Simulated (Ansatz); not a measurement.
Crystal: NaY.

```xyz
2
Lattice="4.0119 0.0000 0.0000 0.0000 4.0119 0.0000 0.0000 0.0000 4.0119" Properties=species:S:1:pos:R:3 pbc="T T T"
Na    0.0000    0.0000    0.0000
Y     2.0059    2.0059    2.0059
```

The cell was built by a generator and needn't be a form met in nature.

Base run:

* Program: Ansatz 0.2.0
* Functional: BLYP
* Potentials or basis: Ansatz PAW
* Cutoff: 420 eV (not typed: the program's choice for these potentials)
* k mesh: 7 × 7 × 7
* Occupations: fermi-dirac, width 0.05 eV
* Spin: no spin polarisation

Its results: band gap on the k mesh none (metal or under the smearing width); pressure 0.5 GPa.

**Question.** After a change of settings the same cell gave: band gap on the k mesh none (metal or under the smearing width); pressure 1.2 GPa. Which change was it?
A. functional from BLYP to LDA
B. functional from BLYP to PBEsol
C. functional from BLYP to r2SCAN; cutoff from 420 eV (not typed: the program's choice for these potentials) to 500 eV (not typed: the program's choice for these potentials)
D. functional from BLYP to RPBE

**Answer.** D.

Caveats: the PAW data sets come from PBE, with cores solved anew for the run's functional, which leaves a small shift of forces and pressure.

Runs at the PBE level aren't shown here.
